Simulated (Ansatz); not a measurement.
CH6BNO, SMILES CNBO, an atomisation energy

Computed with the Python package of Ansatz (0.2.0).

Interactive session:
```pycon
>>> from collections import Counter
>>> import ansatz as az
>>> def energy(molecule, charge=0, unpaired=0):
...     calc = (
...         molecule.calculation()
...         .basis(gaussian="def2-SVP")
...         .functional("pbe0", dispersion="d4")
...     )
...     if charge:
...         calc = calc.charge(charge)
...     if unpaired:
...         calc = calc.spin("collinear", total=unpaired)
...     report = calc.run().report
...     if report["published_state_doubts"]:
...         print("  doubts:", report["published_state_doubts"])
...     return report["free_energy_ev"]
...
>>> GEOMETRY = """
... C    -1.11100    0.52520   -0.35620
... N    -0.52950   -0.70320   -0.01810
... B     0.71470   -0.44790    0.77810
... O     1.93910    0.29860    0.20200
... H    -2.08430    0.36020   -0.96270
... H    -1.44710    1.14670    0.54740
... H    -0.46130    1.19700   -0.99570
... H    -0.20240   -1.15900   -0.91050
... H     0.84390   -0.86460    1.92950
... H     2.42100   -0.40410   -0.21090
... """
>>> geometry = az.Crystal.molecule()
>>> for line in GEOMETRY.strip().splitlines():
...     symbol, *xyz = line.split()
...     geometry = geometry.atom(symbol, [float(v) for v in xyz])
...
>>> # Hund ground states
>>> unpaired = {"C": 2, "N": 3, "B": 1, "O": 2, "H": 1}
>>> counts = Counter(site.symbol for site in geometry.cartesian_sites)
>>> atom_energy = {s: energy(az.Crystal.molecule().atom(s, (0, 0, 0)), 0, unpaired[s]) for s in counts}
>>> whole = energy(geometry, 0, 0)
>>> for s, e in atom_energy.items():
...     print(f"{s:2s} x{counts[s]}  {e:14.5f} eV")
...
C  x1     -1027.52001 eV
N  x1     -1482.44855 eV
B  x1      -669.10954 eV
O  x1     -2038.81032 eV
H  x6       -13.61361 eV
>>> print(f"CH6BNO: {whole:.5f} eV")
CH6BNO: -5338.10933 eV
>>> split = sum(counts[s] * e for s, e in atom_energy.items()) - whole
>>> print(f"atomisation energy (no zero-point term): {23.060548 * split:.1f} kcal/mol, {split / sum(counts.values()):.3f} eV an atom")
atomisation energy (no zero-point term): 888.7 kcal/mol, 3.854 eV an atom
```

888.7 kcal/mol from the electronic energies, without the zero-point term.

Total energies depend on the basis set; only differences at equal settings carry meaning. The geometry is a force-field or estimated start, not a minimum of this method, and the basis set is short of its limit. All parts are taken at fixed geometry, without zero-point energy. The whole script took 1.5 s on 1 thread of Intel(R) Xeon(R) 6975P-C (Granite Rapids), on a shared host, peak memory 0.22 GiB.
